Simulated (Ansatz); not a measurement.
# La3AlN: how the settings move a single-point run

Question: which choices in the input matter for La3AlN?

Method: reference: DFT, LDA, PAW with Ansatz's default frozen-core files, scalar-relativistic, in Ansatz 0.2.0.

## (1) The structure to begin with

Symmetry: Pm-3m, No. 221, cubic system. Conventional cell: a = 5.098 Å, b = 5.098 Å, c = 5.098 Å, α = 90.00°, β = 90.00°, γ = 90.00°. La (site symmetry 4/mmm) is surrounded by 2 N at 2.55 Å. Al (site symmetry m-3m) is surrounded by 12 La at 3.60 Å. N (site symmetry m-3m) has 6 La at 2.55 Å as nearest neighbours.

As a file:

```xyz
5
Lattice="5.0975 0.0000 0.0000 0.0000 5.0975 0.0000 0.0000 0.0000 5.0975" Properties=species:S:1:pos:R:3 pbc="T T T"
La    2.5488    2.5488    0.0000
La    0.0000    2.5488    2.5488
La    2.5488    0.0000    2.5488
Al    0.0000    0.0000    0.0000
N     2.5488    2.5488    2.5488
```

## (2) The reference run

Contents of input.yaml:

```yaml
crystal:
  lattice:
    - [5.0975180767, 0.0, 0.0]
    - [0.0, 5.0975180767, 0.0]
    - [0.0, 0.0, 5.0975180767]
  atoms:
    - { symbol: La, position: [0.5, 0.5, 0.0] }
    - { symbol: La, position: [0.0, 0.5, 0.5] }
    - { symbol: La, position: [0.5, 0.0, 0.5] }
    - { symbol: Al, position: [0.0, 0.0, 0.0] }
    - { symbol: "N", position: [0.5, 0.5, 0.5] }
kpoints:
  mp_grid: { grid: [6, 6, 6] }
  band_path:
    path:
      - [0.0, 0.0, 0.0]
      - [0.0, 0.5, 0.0]
      - [0.5, 0.5, 0.0]
      - [0.0, 0.0, 0.0]
      - [0.5, 0.5, 0.5]
      - [0.0, 0.5, 0.0]
      - [0.5, 0.5, 0.5]
      - [0.5, 0.5, 0.0]
    npoints: 14
scf:
  occupations: { method: fermi_dirac, width: 0.08 }
hamiltonian:
  xc: lda
  pseudopotentials: { kind: paw }
output:
  forces: true
  stress: true
  eigenvalues: true
  efg: { contact_densities: true }
  populations: true
  bader: true
  dos: { projected: true, de: 0.2, e_range: [-14, 8] }
  write_density: true
  write_potential: true
  elf: true
  volumetric_format: npy
```

Command:

```sh
$ ansatz run input.yaml --threads 2 --pin off --max-ram 6144MiB --backend cpu --events-out ev --progress --plain --runs-dir out
```

## (3) Changed: starting moments, occupations.method gaussian, occupations.width 0.01, eigensolver.kind davidson, spin_polarized true

Contents of input.yaml:

```yaml
crystal:
  lattice:
    - [5.0975180767, 0.0, 0.0]
    - [0.0, 5.0975180767, 0.0]
    - [0.0, 0.0, 5.0975180767]
  atoms:
    - { symbol: La, position: [0.5, 0.5, 0.0], spin: 1.0 }
    - { symbol: La, position: [0.0, 0.5, 0.5], spin: -2.0 }
    - { symbol: La, position: [0.5, 0.0, 0.5], spin: 0.5 }
    - { symbol: Al, position: [0.0, 0.0, 0.0], spin: 4.0 }
    - { symbol: "N", position: [0.5, 0.5, 0.5], spin: 4.0 }
kpoints:
  mp_grid: { grid: [6, 6, 6] }
  band_path:
    path:
      - [0.0, 0.0, 0.0]
      - [0.0, 0.5, 0.0]
      - [0.5, 0.5, 0.0]
      - [0.0, 0.0, 0.0]
      - [0.5, 0.5, 0.5]
      - [0.0, 0.5, 0.0]
      - [0.5, 0.5, 0.5]
      - [0.5, 0.5, 0.0]
    npoints: 14
scf:
  occupations: { method: gaussian, width: 0.01 }
  eigensolver: { kind: davidson }
hamiltonian:
  xc: lda
  pseudopotentials: { kind: paw }
output:
  forces: true
  stress: true
  eigenvalues: true
  efg: { contact_densities: true }
  populations: true
magnetization:
  spin_polarized: true
```

**Question.** What will these runs give? Wanted: for each run, ending; energy change; pressure; abs. moment; force.

As calculated:

```tsv
run	ending	energy change	pressure (GPa)	abs. moment (μB)	force (eV/Å)	cycles	time
reference	converged	0	-4.4	0.00	0.00	7	20 s
1: starting moments, occupations.method gaussian, occupations.width 0.01, eigensolver.kind davidson, spin_polarized true	converged	+1.7 meV/atom (σ→0)	-4.4	0.23	0.00	13	60 s
```

Times don't compare one to one where runs were asked for different outputs or read a saved state (see the inputs); cycles may leave out searches for a lower state.

Residual by cycle in the longest SCF loop of each run; runs are numbered as in the table. The quantity is the density residual dr2, in eV.

```tsv
cycle	reference	run 1
1	0.0562	1.64
2	0.00654	0.233
3	0.00243	0.175
4	9.6e-5	0.00905
5	4.2e-6	1.9e-4
6	4.4e-7	1.0e-4
8	-	1.3e-5
9	-	3.4e-7
10	-	6.8e-8
11	-	1.9e-8
12	-	8.9e-10
13	-	8.1e-11
```

Changing the spin polarisation, smearing and solver moves the energy by +1.7 meV/atom (σ→0 values), and the absolute moment goes from 0.00 to 0.23 μB.
